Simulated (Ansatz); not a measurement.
CaF in Ansatz: the effect of functional

CaF, a sheet with vacuum:

```
CELL_PARAMETERS angstrom
3.72497 0.00000 0.00000
-1.86248 3.22592 0.00000
0.00000 0.00000 25.52766
ATOMIC_POSITIONS crystal
Ca 0.66667 0.33333 0.31076
F 0.00000 0.00000 0.27684
```

The cell was built by a generator and needn't be a form met in nature.

Alike in all runs:

- Program: Ansatz 0.2.0
- Task: single point
- Potentials or basis: all-electron LAPW, scalar-relativistic
- Cutoff: 248 eV (chosen from the basis error)
- Basis error allowed: 0.002 eV/atom
- k mesh: 8 × 8 × 1
- Occupations: fermi-dirac, width 0.05 eV
- Spin: no spin polarisation

```tsv
functional	largest force (eV/Å)
PBE	0.02
LDA	0.41
PBEsol	?
```

Q: What does the run with functional PBEsol give?

A: Largest force 0.15 eV/Å.

Caveats: an odd number of electrons without spin polarisation forces a metal; a magnetic or distorted state may lie lower.
